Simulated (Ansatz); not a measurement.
Crystal: GdO.

```
Gd O
1.0
     0.00000    2.70000    2.70000
     2.70000    0.00000    2.70000
     2.70000    2.70000    0.00000
Gd O
1 1
Direct
  0.00000 0.00000 0.00000
  0.75000 0.75000 0.75000
```

Base run:

```yaml
Program: Ansatz 0.2.0
Functional: LDA
Potentials_or_basis: all-electron LAPW, scalar-relativistic
Cutoff: 328 eV (chosen from the basis error)
Basis_error_allowed: 0.001 eV/atom
k_mesh: 9 × 9 × 9
Occupations: fermi-dirac, width 0.05 eV
Spin: collinear spin, ferromagnetic start
Starting_moments: "[7.0, 0.0] μB"
```

Its results: pressure -7.7 GPa; net moment 6.99 μB per cell; site moments Gd +6.82; O -0.05 μB.

Task: The run is repeated on the same cell with these changes: functional from LDA to PBE. What comes out?

Result: Pressure -0.6 GPa; net moment 7.54 μB per cell; site moments Gd +7.02; O -0.01 μB.

PBE binds less tightly than LDA, so the same cell stands under more pressure.

Caveats: an open f shell can end in a state above the lowest; a cell with one magnetic atom can't hold antiferromagnetic order, which such compounds often take.
